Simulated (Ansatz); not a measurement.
# SiGeO4: the cost of one run

Program: Ansatz 0.2.0. Level of theory: DFT PBE, scalar-relativistic, plane waves, PAW. These are calculated values, not measurements.

1 further run of the same task is left out (set aside as unsound or not needed).

### Step 1. The structure to begin with

It takes space group F-43m (No. 216, cubic). Conventional cell: a = 7.634 Å, b = 7.634 Å, c = 7.634 Å, α = 90.00°, β = 90.00°, γ = 90.00°. Si (site symmetry -43m) has 4 O at 1.26 Å as nearest neighbours. Ge (site symmetry -43m) is surrounded by 4 O at 2.05 Å. Around O (site symmetry 3m) lie 1 Si at 1.26 Å.

Structure file:

```xyz
6
Lattice="0.0000 3.8169 3.8169 3.8169 0.0000 3.8169 3.8169 3.8169 0.0000" Properties=species:S:1:pos:R:3 pbc="T T T"
Si    1.9084    1.9084    1.9084
Ge    3.8169    3.8169    3.8169
O     5.0004    2.6333    5.0004
O     2.6333    2.6333    2.6333
O     2.6333    5.0004    5.0004
O     5.0004    5.0004    2.6333
```

Recipe of the guess: 4-connected net, bridging atoms on its edges, bridges bent (F-43m, No. 216). Its size is a rough estimate.

### Step 2. The guess as it stands, on a coarse mesh

input.yaml

```yaml
crystal:
  lattice:
    - [0.0, 3.81685659, 3.81685659]
    - [3.81685659, 0.0, 3.81685659]
    - [3.81685659, 3.81685659, 0.0]
  atoms:
    - { symbol: Si, position: [0.25, 0.25, 0.25] }
    - { symbol: Ge, position: [0.5, 0.5, 0.5] }
    - { symbol: O, position: [0.34496021, 0.96511937, 0.34496021] }
    - { symbol: O, position: [0.34496021, 0.34496021, 0.34496021] }
    - { symbol: O, position: [0.96511937, 0.34496021, 0.34496021] }
    - { symbol: O, position: [0.34496021, 0.34496021, 0.96511937] }
basis:
  ecutwfc: 420
kpoints:
  mp_grid: { grid: [4, 4, 4] }
hamiltonian:
  xc: pbe
scf:
  occupations: { method: gaussian, width: 0.1 }
  lower_state_search: "off"
output:
  forces: true
  stress: true
  eigenvalues: true
```

Launch:

```sh
$ ansatz run input.yaml --threads 1 --pin off --max-ram 2048MiB --backend cpu --events-out ev --progress --plain --runs-dir out
```

What time and memory should one allow on 1 thread of Intel Xeon 6975P-C (Granite Rapids), shared host?

About 1.8 s, with a peak of 0.38 GiB.
